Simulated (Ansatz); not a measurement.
# TiPt3: the cost of one run

Method: DFT PBEsol, scalar-relativistic, plane waves, PAW, in Ansatz 0.2.0.

1 further run of the same task is left out (set aside as unsound or not needed).

### Step 1. The system as given

It takes space group Pm-3m (No. 221, cubic). The conventional cell has a = 3.899 Å, b = 3.899 Å, c = 3.899 Å, α = 90.00°, β = 90.00°, γ = 90.00°. Ti (site symmetry m-3m) has 12 Pt at 2.76 Å as nearest neighbours. Pt (site symmetry 4/mmm) has 4 Ti at 2.76 Å and 8 Pt at 2.76 Å as nearest neighbours.

As a file:

```cif
data_structure
_symmetry_space_group_name_H-M 'P 1'
_symmetry_Int_Tables_number 1
_cell_length_a 3.8994
_cell_length_b 3.8994
_cell_length_c 3.8994
_cell_angle_alpha 90.000
_cell_angle_beta 90.000
_cell_angle_gamma 90.000
_cell_volume 59.29
loop_
_atom_site_label
_atom_site_type_symbol
_atom_site_fract_x
_atom_site_fract_y
_atom_site_fract_z
_atom_site_occupancy
Ti1 Ti 0.00000 0.00000 0.00000 1
Pt1 Pt 0.00000 0.50000 0.50000 1
Pt2 Pt 0.50000 0.00000 0.50000 1
Pt3 Pt 0.50000 0.50000 0.00000 1
```

This cell was relaxed beforehand with the same method: volume 14.82 Å³/atom, gap on the mesh none (metal).

### Step 2. Bulk reference on the slab's mesh

Input file input.yaml:

```yaml
crystal:
  lattice:
    - [5.5145189211, 0.0, 0.0]
    - [-2.7572594606, 4.7757134754, 0.0]
    - [2.7572594606, 1.5919044918, 2.2512929223]
  atoms:
    - { symbol: Ti, position: [0.0, 0.0, 0.0] }
    - { symbol: Pt, position: [0.5, 0.5, 0.0] }
    - { symbol: Pt, position: [0.5, 0.0, 0.0] }
    - { symbol: Pt, position: [0.0, 0.5, 0.0] }
basis:
  ecutwfc: 420
kpoints:
  mp_grid: { grid: [9, 9, 15] }
hamiltonian:
  xc: pbesol
scf:
  occupations: { method: gaussian, width: 0.1 }
output:
  forces: true
  stress: true
  eigenvalues: true
```

On the command line:

```console
$ ansatz run input.yaml --threads 4 --pin off --max-ram 10240MiB --backend cpu --events-out ev --progress --plain --runs-dir out
```

**Question.** How long does this run take on 4 threads of AMD EPYC (Zen 3), shared host, and how much memory does it need?

About 16 s, with a peak of 0.82 GiB.
